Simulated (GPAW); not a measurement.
Runs of GPAW 26.7.0 on Co3Ir. The structure is cubic, space group Pm-3m (No. 221). Conventional cell: a = 3.583 Å, b = 3.583 Å, c = 3.583 Å, α = 90.00°, β = 90.00°, γ = 90.00°. Ir (site symmetry m-3m) has 12 Co at 2.53 Å as nearest neighbours. Co (site symmetry 4/mmm) is surrounded by 4 Ir at 2.53 Å and 8 Co at 2.53 Å. The cell comes from a database or a generator and needn't be the stable form of this composition.

```tsv
task	level	U	cell	k mesh	optimizer	fmax	max steps	convergence	band path	gap on the mesh (eV)	pressure (GPa)	moment (μB)	relaxed volume (Å³/atom)
relaxation of cell and atoms	PBEsol+D3(BJ)	-	relaxed	6 × 6 × 6	BFGS	0.02 eV/Å	60	density=1e-05 forces=0.0001	-	none	-0.2	3.36	(c)
band structure	PBEsol+U	Co d U = 8 eV	as given	8 × 8 × 8	-	-	-	-	GXMGRX,MR	-	44.2	7.48	-
band structure	PBEsol+U	Co d U = 3 eV	as given	8 × 8 × 8	-	-	-	-	GXMGRX,MR	-	13.6	6.91	-
band structure	PBEsol	-	as given	6 × 6 × 6	-	-	-	-	GXMGRX,MR	-	-6.1	3.87	-
band structure	PBEsol+U	Co d U = 2 eV	as given	8 × 8 × 8	-	-	-	-	GXMGRX,MR	-	9.2	(b)	-
single point	PBEsol	-	as given	8 × 8 × 8	-	-	-	-	-	none	-2.9	4.75	-
relaxation of cell and atoms	PBEsol+D3	-	relaxed	6 × 6 × 6	BFGS	0.02 eV/Å	60	density=1e-05 forces=0.0001	-	none	-0.2	3.35	10.93
relaxation of cell and atoms	PBEsol+D4	-	relaxed	6 × 6 × 6	BFGS	0.02 eV/Å	60	density=1e-05 forces=0.0001	-	none	-0.1	3.43	(a)
```

Alike in all rows: potentials or basis PAW data sets generated in the run's folder for this functional, pw; spin collinear, ferromagnetic start; cutoff (eV) 600; smearing fermi-dirac 0.05 eV.

Question: Estimate the missing entries.

Answer: (a) 11.05; (b) 6.81; (c) 10.95.

Caveats: each step starts from the last one's moments, so a moment once lost doesn't come back (some runs); later steps reuse the first step's grids (some runs); pairwise dispersion overbinds metals, which lowers pressure and volume (some runs); the U is typed as a test and isn't derived for this compound (some runs); a pressure of tens of GPa on the cell as given is suspect, and the run, the potentials or the cell itself is likely at fault (some runs).

A k mesh can miss the band edges, and the runs leave out spin-orbit coupling on Ir.

A gap of «none» marks a metal or a gap under the smearing width.

Not every run made on this cell is shown here.
